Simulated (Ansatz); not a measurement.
NaLaMnMoO6:

```
Na La Mn Mo O
1.0
     5.55735    0.00000    0.00000
     0.00000    5.59794    0.00000
    -0.06214    0.00000    8.02462
Na La Mn Mo O
2 2 2 2 12
Direct
  0.75008 0.51572 0.49924
  0.24992 0.01572 0.50076
  0.25715 0.95896 0.99937
  0.74285 0.45896 0.00063
  0.24767 0.48762 0.25607
  0.75233 0.98762 0.74393
  0.75559 0.99666 0.27090
  0.24441 0.49666 0.72910
  0.67335 0.97830 0.49061
  0.03402 0.81017 0.27726
  0.93353 0.28910 0.28026
  0.47817 0.20966 0.19922
  0.54435 0.73563 0.20079
  0.82956 0.01818 0.00392
  0.32665 0.47830 0.50939
  0.96598 0.31017 0.72274
  0.06647 0.78910 0.71974
  0.52183 0.70966 0.80078
  0.45565 0.23563 0.79921
  0.17044 0.51818 0.99608
```

The cell was built by a generator and needn't be a form met in nature.

Base run:

| Item | Value |
| --- | --- |
| Program | Ansatz 0.2.0 |
| Functional | r2SCAN |
| Potentials or basis | Ansatz PAW |
| Cutoff | 500 eV |
| Density cutoff | 2000 eV |
| k mesh | 4 × 4 × 3 |
| Occupations | fermi-dirac, width 0.05 eV |
| Spin | non-collinear spin, ferromagnetic start, spin-orbit coupling |

Its results: band gap on the k mesh 0.66 eV, indirect (least direct gap 0.70 eV); pressure -3.3 GPa; net moment 9.99 μB per cell; largest force 0.540 eV/Å.

Question: The run is repeated on the same cell with these changes: functional from r2SCAN to PBE; cutoff from 500 eV to 420 eV; density cutoff from 2000 eV to 1680 eV. What comes out?

Answer: Band gap on the k mesh 0.21 eV, indirect (least direct gap 0.26 eV); pressure 0.0 GPa; net moment 9.96 μB per cell; largest force 0.017 eV/Å.

r2SCAN gives the wider gap, since meta-GGAs in the generalised Kohn-Sham scheme recover part of the derivative discontinuity.

Caveats: the k mesh misses the band edges, so the gap on the mesh is wider than the one along the path; only a ferromagnetic start was run, and an antiferromagnetic order may lie lower in energy; the magnetic or orbital state may not be the lowest (some runs); the PAW data sets come from PBE, with cores solved anew for the run's functional, which leaves a small shift of forces and pressure (some runs).

Not every run made on this cell is shown here.
